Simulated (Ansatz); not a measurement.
**AsPH (quartet): wB97M-V, B2PLYP over vertical spin and charge gaps, def2-QZVPP**

How well do these functionals follow the top wave-function level for AsPH (quartet) over vertical spin and charge gaps?

Method: def2-QZVPP, all electrons in the functionals, frozen cores in the correlation of double hybrids and RPA; program: Ansatz 0.2.0, Gaussian basis.

To be run: wB97M-V, B2PLYP, at charge 0, quartet; charge 0, doublet; charge 0, sextet; charge 1, triplet; charge 1, quintet.

10 further runs of the same task are left out: 10 set aside as unsound or not needed.

## 1. The geometry

The geometry is a PBE0/def2-TZVP stationary point (not a proven minimum). No spin-orbit coupling is included. The filled d shell of As may be among the frozen orbitals whatever the setting's name suggests; the logs give the count.

3 atoms, charge 0, spin multiplicity 4.

Atoms are counted from 1 here; the program's logs count them from 0.

Bond lengths: P1–As2 2.379 Å, As2–H3 1.530 Å. Angles: P1–As2–H3 92.3°.

No dispersion term is added; wB97M-V holds VV10 nonlocal correlation.

The geometry shown and the zero of energy belong to the point charge 0, quartet. The yardstick, RCCSD(T), and other wave-function levels (R restricted, U unrestricted, valence and pair active spaces) come from earlier runs.

## 2. wB97M-V, charge 0, quartet

File in.yaml:

```yaml
crystal:
  periodic: [false, false, false]
  atoms:
    - {symbol: P, position_ang: [0.000000, 0.021526, 1.690186]}
    - {symbol: As, position_ang: [0.000000, -0.029049, -0.688215]}
    - {symbol: H, position_ang: [0.000000, 1.497736, -0.783026]}
basis:
  gaussian: {orbitals: "def2-QZVPP.json"}
magnetization: {spin_polarized: true, initial_magnetization: 3}
hamiltonian: {xc: {name: wB97M-V}}
output: {orbitals: {seedname: orbitals}}
```

Command:

```bash
> ansatz run in.yaml --threads 1 --pin off --events-out ev --progress --plain --max-ram 2393MiB
```

What it wrote (excerpt; [...] marks lines left out):

```text
Functional definition: wB97M-V
  name "wB97M-V"
  cite "Mardirossian & Head-Gordon, J. Chem. Phys. 144, 214110 (2016) doi:10.1063/1.4952647"
  cite "Becke, J. Chem. Phys. 107, 8554 (1997) doi:10.1063/1.475007"
  cite "Vydrov & Van Voorhis, J. Chem. Phys. 133, 244103 (2010) doi:10.1063/1.3521275"
  # Of w^i u^j: cxij and so on, Table III.
[...]
  gx(w, u) = 1 - cx + cx01*u + cx10*w
  gss(w, u) = css00 + css04*u^4 + css10*w + css20*w^2 + css43*w^4*u^3
  gos(w, u) = cos00 + cos10*w + (cos20 + cos21*u)*w^2 + (cos60 + cos61*u)*w^6
[...]
      + integral(e_c_pw_mod_opposite_spin*gos(b97_w_opposite, b97_u_opposite)) + vv10(b, c)
927 factors; their error is unknown
169 factors; integrals over basis functions are off by at most 4.1e-5 eV
[...]
mean field -70141.35522497 eV, -2577.6472609994 hartree, gradient 3.7e-5 eV, S^2 3.757075; 1 other end points of the search recorded, 0 dependent functions left out
reference -70141.35526183 eV, -2577.6472623541 hartree; 26, 23 occupied and 163, 166 virtual orbitals, 927 factors
Total energy: -70141.35526183 eV, -2577.6472623541 hartree
```

Run time: 29 s. Hardware: 1 thread of Arm Neoverse V1, shared host; peak memory 0.58 GiB.

From the report: ⟨S²⟩ of the determinant 3.757 (pure quartet: 3.75).

## 3. wB97M-V, charge 0, doublet

Edit in.yaml of step 2 so:

```diff
@@ -8,3 +8,3 @@
   gaussian: {orbitals: "def2-QZVPP.json"}
-magnetization: {spin_polarized: true, initial_magnetization: 3}
+magnetization: {spin_polarized: true, initial_magnetization: 1}
 hamiltonian: {xc: {name: wB97M-V}}
```

Launched as before.

What it wrote (excerpt; [...] marks lines left out):

```text
Functional definition: wB97M-V
  name "wB97M-V"
  cite "Mardirossian & Head-Gordon, J. Chem. Phys. 144, 214110 (2016) doi:10.1063/1.4952647"
  cite "Becke, J. Chem. Phys. 107, 8554 (1997) doi:10.1063/1.475007"
  cite "Vydrov & Van Voorhis, J. Chem. Phys. 133, 244103 (2010) doi:10.1063/1.3521275"
  # Of w^i u^j: cxij and so on, Table III.
[...]
  gx(w, u) = 1 - cx + cx01*u + cx10*w
  gss(w, u) = css00 + css04*u^4 + css10*w + css20*w^2 + css43*w^4*u^3
  gos(w, u) = cos00 + cos10*w + (cos20 + cos21*u)*w^2 + (cos60 + cos61*u)*w^6
[...]
      + integral(e_c_pw_mod_opposite_spin*gos(b97_w_opposite, b97_u_opposite)) + vv10(b, c)
927 factors; their error is unknown
169 factors; integrals over basis functions are off by at most 4.1e-5 eV
[...]
mean field -70142.24743906 eV, -2577.6800492624 hartree, gradient 3.5e-5 eV, S^2 1.187918; 2 other end points of the search recorded, 0 dependent functions left out
reference -70142.24747609 eV, -2577.6800506235 hartree; 25, 24 occupied and 164, 165 virtual orbitals, 927 factors
Total energy: -70142.24747609 eV, -2577.6800506235 hartree
```

It took 35 s on 1 thread of Arm Neoverse V1, shared host; peak memory 0.62 GiB.

From the report: ⟨S²⟩ of the determinant 1.188 (pure doublet: 0.75).

From charge 0, quartet: -0.892 eV.

## 4. wB97M-V, charge 0, sextet

Edit in.yaml of step 3 so:

```diff
@@ -8,3 +8,3 @@
   gaussian: {orbitals: "def2-QZVPP.json"}
-magnetization: {spin_polarized: true, initial_magnetization: 1}
+magnetization: {spin_polarized: true, initial_magnetization: 5}
 hamiltonian: {xc: {name: wB97M-V}}
```

Same command.

What it wrote (excerpt; [...] marks lines left out):

```text
Functional definition: wB97M-V
  name "wB97M-V"
  cite "Mardirossian & Head-Gordon, J. Chem. Phys. 144, 214110 (2016) doi:10.1063/1.4952647"
  cite "Becke, J. Chem. Phys. 107, 8554 (1997) doi:10.1063/1.475007"
  cite "Vydrov & Van Voorhis, J. Chem. Phys. 133, 244103 (2010) doi:10.1063/1.3521275"
  # Of w^i u^j: cxij and so on, Table III.
[...]
  gx(w, u) = 1 - cx + cx01*u + cx10*w
  gss(w, u) = css00 + css04*u^4 + css10*w + css20*w^2 + css43*w^4*u^3
  gos(w, u) = cos00 + cos10*w + (cos20 + cos21*u)*w^2 + (cos60 + cos61*u)*w^6
[...]
      + integral(e_c_pw_mod_opposite_spin*gos(b97_w_opposite, b97_u_opposite)) + vv10(b, c)
927 factors; their error is unknown
169 factors; integrals over basis functions are off by at most 4.1e-5 eV
[...]
mean field -70137.16262976 eV, -2577.4931859673 hartree, gradient 4.8e-5 eV, S^2 8.754247; 0 other end points of the search recorded, 0 dependent functions left out
reference -70137.16266460 eV, -2577.4931872477 hartree; 27, 22 occupied and 162, 167 virtual orbitals, 927 factors
Total energy: -70137.16266460 eV, -2577.4931872477 hartree
```

It took 28 s on 1 thread of Arm Neoverse V1, shared host; peak memory 0.58 GiB.

From the report: ⟨S²⟩ of the determinant 8.754 (pure sextet: 8.75).

From charge 0, quartet: +4.193 eV.

## 5. wB97M-V, charge 1, triplet

Edit in.yaml of step 4 so:

```diff
@@ -8,3 +8,4 @@
   gaussian: {orbitals: "def2-QZVPP.json"}
-magnetization: {spin_polarized: true, initial_magnetization: 5}
+total_charge: 1
+magnetization: {spin_polarized: true, initial_magnetization: 2}
 hamiltonian: {xc: {name: wB97M-V}}
```

Same command.

What it wrote (excerpt; [...] marks lines left out):

```text
Functional definition: wB97M-V
  name "wB97M-V"
  cite "Mardirossian & Head-Gordon, J. Chem. Phys. 144, 214110 (2016) doi:10.1063/1.4952647"
  cite "Becke, J. Chem. Phys. 107, 8554 (1997) doi:10.1063/1.475007"
  cite "Vydrov & Van Voorhis, J. Chem. Phys. 133, 244103 (2010) doi:10.1063/1.3521275"
  # Of w^i u^j: cxij and so on, Table III.
[...]
  gx(w, u) = 1 - cx + cx01*u + cx10*w
  gss(w, u) = css00 + css04*u^4 + css10*w + css20*w^2 + css43*w^4*u^3
  gos(w, u) = cos00 + cos10*w + (cos20 + cos21*u)*w^2 + (cos60 + cos61*u)*w^6
[...]
      + integral(e_c_pw_mod_opposite_spin*gos(b97_w_opposite, b97_u_opposite)) + vv10(b, c)
927 factors; their error is unknown
169 factors; integrals over basis functions are off by at most 4.1e-5 eV
[...]
mean field -70133.19985524 eV, -2577.3475566898 hartree, gradient 2.3e-5 eV, S^2 2.004457; 2 other end points of the search recorded, 0 dependent functions left out
reference -70133.19989643 eV, -2577.3475582036 hartree; 25, 23 occupied and 164, 166 virtual orbitals, 927 factors
Total energy: -70133.19989643 eV, -2577.3475582036 hartree
```

Wall time 73 s (1 thread of Arm Neoverse V1, shared host); peak memory 0.8 GiB.

From the report: ⟨S²⟩ of the determinant 2.004 (pure triplet: 2.00).

From charge 0, quartet: +8.155 eV.

## 6. wB97M-V, charge 1, quintet

Edit in.yaml of step 5 so:

```diff
@@ -9,3 +9,3 @@
 total_charge: 1
-magnetization: {spin_polarized: true, initial_magnetization: 2}
+magnetization: {spin_polarized: true, initial_magnetization: 4}
 hamiltonian: {xc: {name: wB97M-V}}
```

Same command.

What it wrote (excerpt; [...] marks lines left out):

```text
Functional definition: wB97M-V
  name "wB97M-V"
  cite "Mardirossian & Head-Gordon, J. Chem. Phys. 144, 214110 (2016) doi:10.1063/1.4952647"
  cite "Becke, J. Chem. Phys. 107, 8554 (1997) doi:10.1063/1.475007"
  cite "Vydrov & Van Voorhis, J. Chem. Phys. 133, 244103 (2010) doi:10.1063/1.3521275"
  # Of w^i u^j: cxij and so on, Table III.
[...]
  gx(w, u) = 1 - cx + cx01*u + cx10*w
  gss(w, u) = css00 + css04*u^4 + css10*w + css20*w^2 + css43*w^4*u^3
  gos(w, u) = cos00 + cos10*w + (cos20 + cos21*u)*w^2 + (cos60 + cos61*u)*w^6
[...]
      + integral(e_c_pw_mod_opposite_spin*gos(b97_w_opposite, b97_u_opposite)) + vv10(b, c)
927 factors; their error is unknown
169 factors; integrals over basis functions are off by at most 4.1e-5 eV
[...]
mean field -70131.81721040 eV, -2577.2967454292 hartree, gradient 2.3e-5 eV, S^2 6.010052; 0 other end points of the search recorded, 0 dependent functions left out
reference -70131.81725113 eV, -2577.2967469260 hartree; 26, 22 occupied and 163, 167 virtual orbitals, 927 factors
Total energy: -70131.81725113 eV, -2577.2967469260 hartree
```

Run time: 26 s. Hardware: 1 thread of Arm Neoverse V1, shared host; peak memory 0.58 GiB.

From the report: ⟨S²⟩ of the determinant 6.010 (pure quintet: 6.00).

From charge 0, quartet: +9.538 eV.

## 7. B2PLYP, charge 0, quartet

File in.yaml:

```yaml
crystal:
  periodic: [false, false, false]
  atoms:
    - {symbol: P, position_ang: [0.000000, 0.021526, 1.690186]}
    - {symbol: As, position_ang: [0.000000, -0.029049, -0.688215]}
    - {symbol: H, position_ang: [0.000000, 1.497736, -0.783026]}
basis:
  gaussian: {orbitals: "def2-QZVPP.json"}
magnetization: {spin_polarized: true, initial_magnetization: 3}
hamiltonian: {xc: {name: B2PLYP}}
correlation: {electrons: outside_noble_gas}
```

The command is unchanged.

What it wrote (excerpt; [...] marks lines left out):

```text
Functional definition: B2PLYP
  name "B2PLYP"
  cite "Grimme, J. Chem. Phys. 124, 034108 (2006) doi:10.1063/1.2148954"
  cite "Becke, Phys. Rev. A 38, 3098 (1988) doi:10.1103/PhysRevA.38.3098"
  cite "Lee, Yang & Parr, Phys. Rev. B 37, 785 (1988) doi:10.1103/PhysRevB.37.785"
[...]
1181 factors; integrals over basis functions are off by at most 1.2e-3 eV
[...]
mean field -70128.91268743 eV, -2577.1900061786 hartree, gradient 2.1e-6 eV, S^2 3.767036; 2 other end points of the search recorded, 0 dependent functions left out
19 core orbitals not correlated: weight in the atoms' cores, before any rotation towards them, 1.000 or more for the frozen orbitals, at most 0.000 for the correlated occupied ones
reference -70128.91281548 eV, -2577.1900108846 hartree; 7, 4 occupied and 163, 166 virtual orbitals, 1181 factors
second order -7.78120059 eV of doubles, -0.00000000 eV of singles
Total energy: -70131.01373964 eV, -2577.2672184234 hartree
```

Wall time 19 s (1 thread of Arm Neoverse V1, shared host); peak memory 0.48 GiB.

From the report: ⟨S²⟩ of the determinant 3.767 (pure quartet: 3.75).

## 8. B2PLYP, charge 0, doublet

Edit in.yaml of step 7 so:

```diff
@@ -8,3 +8,3 @@
   gaussian: {orbitals: "def2-QZVPP.json"}
-magnetization: {spin_polarized: true, initial_magnetization: 3}
+magnetization: {spin_polarized: true, initial_magnetization: 1}
 hamiltonian: {xc: {name: B2PLYP}}
```

Launched as before.

What it wrote (excerpt; [...] marks lines left out):

```text
Functional definition: B2PLYP
  name "B2PLYP"
  cite "Grimme, J. Chem. Phys. 124, 034108 (2006) doi:10.1063/1.2148954"
  cite "Becke, Phys. Rev. A 38, 3098 (1988) doi:10.1103/PhysRevA.38.3098"
  cite "Lee, Yang & Parr, Phys. Rev. B 37, 785 (1988) doi:10.1103/PhysRevB.37.785"
[...]
1181 factors; integrals over basis functions are off by at most 1.2e-3 eV
[...]
mean field -70129.64996884 eV, -2577.2171007710 hartree, gradient 2.1e-6 eV, S^2 1.370058; 7 other end points of the search recorded, 0 dependent functions left out
19 core orbitals not correlated: weight in the atoms' cores, before any rotation towards them, 1.000 or more for the frozen orbitals, at most 0.000 for the correlated occupied ones
reference -70129.65009598 eV, -2577.2171054433 hartree; 6, 5 occupied and 164, 165 virtual orbitals, 1181 factors
second order -8.44491802 eV of doubles, -0.00000000 eV of singles
Total energy: -70131.93022385 eV, -2577.3008985968 hartree
```

It took 67 s on 1 thread of Arm Neoverse V1, shared host; peak memory 0.56 GiB.

From the report: ⟨S²⟩ of the determinant 1.370 (pure doublet: 0.75). The determinant is far from a pure spin state, so its energy mixes those of several spin states (harmless only where they are near-degenerate, as at dissociation).

From charge 0, quartet: -0.916 eV.

## 9. B2PLYP, charge 0, sextet

Edit in.yaml of step 8 so:

```diff
@@ -8,3 +8,3 @@
   gaussian: {orbitals: "def2-QZVPP.json"}
-magnetization: {spin_polarized: true, initial_magnetization: 1}
+magnetization: {spin_polarized: true, initial_magnetization: 5}
 hamiltonian: {xc: {name: B2PLYP}}
```

Launched as before.

What it wrote (excerpt; [...] marks lines left out):

```text
Functional definition: B2PLYP
  name "B2PLYP"
  cite "Grimme, J. Chem. Phys. 124, 034108 (2006) doi:10.1063/1.2148954"
  cite "Becke, Phys. Rev. A 38, 3098 (1988) doi:10.1103/PhysRevA.38.3098"
  cite "Lee, Yang & Parr, Phys. Rev. B 37, 785 (1988) doi:10.1103/PhysRevB.37.785"
[...]
1181 factors; integrals over basis functions are off by at most 1.2e-3 eV
[...]
mean field -70124.83170753 eV, -2577.0400329338 hartree, gradient 1.6e-6 eV, S^2 8.757255; 0 other end points of the search recorded, 0 dependent functions left out
19 core orbitals not correlated: weight in the atoms' cores, before any rotation towards them, 1.000 or more for the frozen orbitals, at most 0.000 for the correlated occupied ones
reference -70124.83183178 eV, -2577.0400374999 hartree; 8, 3 occupied and 162, 167 virtual orbitals, 1181 factors
second order -7.30817351 eV of doubles, -0.00000000 eV of singles
Total energy: -70126.80503863 eV, -2577.1125515141 hartree
```

Run time: 16 s. Hardware: 1 thread of Arm Neoverse V1, shared host; peak memory 0.48 GiB.

From the report: ⟨S²⟩ of the determinant 8.757 (pure sextet: 8.75).

From charge 0, quartet: +4.209 eV.

## 10. B2PLYP, charge 1, triplet

Edit in.yaml of step 9 so:

```diff
@@ -8,3 +8,4 @@
   gaussian: {orbitals: "def2-QZVPP.json"}
-magnetization: {spin_polarized: true, initial_magnetization: 5}
+total_charge: 1
+magnetization: {spin_polarized: true, initial_magnetization: 2}
 hamiltonian: {xc: {name: B2PLYP}}
```

Launched as before.

What it wrote (excerpt; [...] marks lines left out):

```text
Functional definition: B2PLYP
  name "B2PLYP"
  cite "Grimme, J. Chem. Phys. 124, 034108 (2006) doi:10.1063/1.2148954"
  cite "Becke, Phys. Rev. A 38, 3098 (1988) doi:10.1103/PhysRevA.38.3098"
  cite "Lee, Yang & Parr, Phys. Rev. B 37, 785 (1988) doi:10.1103/PhysRevB.37.785"
[...]
1181 factors; integrals over basis functions are off by at most 1.2e-3 eV
[...]
mean field -70120.74848790 eV, -2576.8899773799 hartree, gradient 9.7e-6 eV, S^2 2.009958; 6 other end points of the search recorded, 0 dependent functions left out
19 core orbitals not correlated: weight in the atoms' cores, before any rotation towards them, 1.000 or more for the frozen orbitals, at most 0.000 for the correlated occupied ones
reference -70120.74861909 eV, -2576.8899822011 hartree; 6, 4 occupied and 164, 166 virtual orbitals, 1181 factors
second order -7.77889362 eV of doubles, -0.00000000 eV of singles
Total energy: -70122.84892037 eV, -2576.9671668495 hartree
```

Run time: 31 s. Hardware: 1 thread of Arm Neoverse V1, shared host; peak memory 0.49 GiB.

From the report: ⟨S²⟩ of the determinant 2.010 (pure triplet: 2.00).

From charge 0, quartet: +8.165 eV.

## 11. B2PLYP, charge 1, quintet

Edit in.yaml of step 10 so:

```diff
@@ -9,3 +9,3 @@
 total_charge: 1
-magnetization: {spin_polarized: true, initial_magnetization: 2}
+magnetization: {spin_polarized: true, initial_magnetization: 4}
 hamiltonian: {xc: {name: B2PLYP}}
```

The command is unchanged.

What it wrote (excerpt; [...] marks lines left out):

```text
Functional definition: B2PLYP
  name "B2PLYP"
  cite "Grimme, J. Chem. Phys. 124, 034108 (2006) doi:10.1063/1.2148954"
  cite "Becke, Phys. Rev. A 38, 3098 (1988) doi:10.1103/PhysRevA.38.3098"
  cite "Lee, Yang & Parr, Phys. Rev. B 37, 785 (1988) doi:10.1103/PhysRevB.37.785"
[...]
1181 factors; integrals over basis functions are off by at most 1.2e-3 eV
[...]
mean field -70119.64575216 eV, -2576.8494525890 hartree, gradient 7.9e-6 eV, S^2 6.014062; 0 other end points of the search recorded, 0 dependent functions left out
19 core orbitals not correlated: weight in the atoms' cores, before any rotation towards them, 1.000 or more for the frozen orbitals, at most 0.000 for the correlated occupied ones
reference -70119.64588630 eV, -2576.8494575184 hartree; 7, 3 occupied and 163, 167 virtual orbitals, 1181 factors
second order -6.68834997 eV of doubles, -0.00000000 eV of singles
Total energy: -70121.45174079 eV, -2576.9158214469 hartree
```

It took 15 s on 1 thread of Arm Neoverse V1, shared host; peak memory 0.48 GiB.

From the report: ⟨S²⟩ of the determinant 6.014 (pure quintet: 6.00).

From charge 0, quartet: +9.562 eV.

## 12. The comparison

No level is safe as a reference over these points; RCCSD(T) serves as a yardstick only. It comes from earlier runs at the same points. Energies in eV, counted from charge 0, quartet; blanks weren't run or aren't comparable.

| level | quartet to doublet | quartet to sextet | ionisation to the triplet cation | ionisation to the quintet cation |
| --- | --- | --- | --- | --- |
| RCCSD(T) | -1.077 | 4.083 | 8.280 | 9.554 |
| wB97M-V | -0.892 | 4.193 | 8.155 | 9.538 |
| B2PLYP | -0.916 | 4.209 | 8.165 | 9.562 |

Largest miss and mean time a point (RCCSD(T) took 16 min a point; shared hosts):

| level | largest miss (eV) | where | time a point |
| --- | --- | --- | --- |
| wB97M-V | +0.185 | quartet to doublet | 38 s |
| B2PLYP | +0.160 | quartet to doublet | 29 s |

## 13. Outcome

```
                                  quantity                           value
              quartet to doublet, RCCSD(T)                       -1.077 eV
               quartet to sextet, RCCSD(T)                        4.083 eV
ionisation to the triplet cation, RCCSD(T)                        8.280 eV
ionisation to the quintet cation, RCCSD(T)                        9.554 eV
                     largest miss, wB97M-V  +0.185 eV (quartet to doublet)
                      largest miss, B2PLYP  +0.160 eV (quartet to doublet)
```

**Reading.** Of the functionals, B2PLYP keep the smallest largest miss at the points compared (at most 0.160 eV) and wB97M-V strays most (0.185 eV, at quartet to doublet). wB97M-V, B2PLYP clearly break the spin symmetry at some points (⟨S²⟩ up to 0.62 above the pure value), so energy there is bought with a mixed spin. Functionals and the yardstick converge differently with the basis, so part of each miss in def2-QZVPP is the basis. The yardstick itself may be off where one determinant is a poor start.
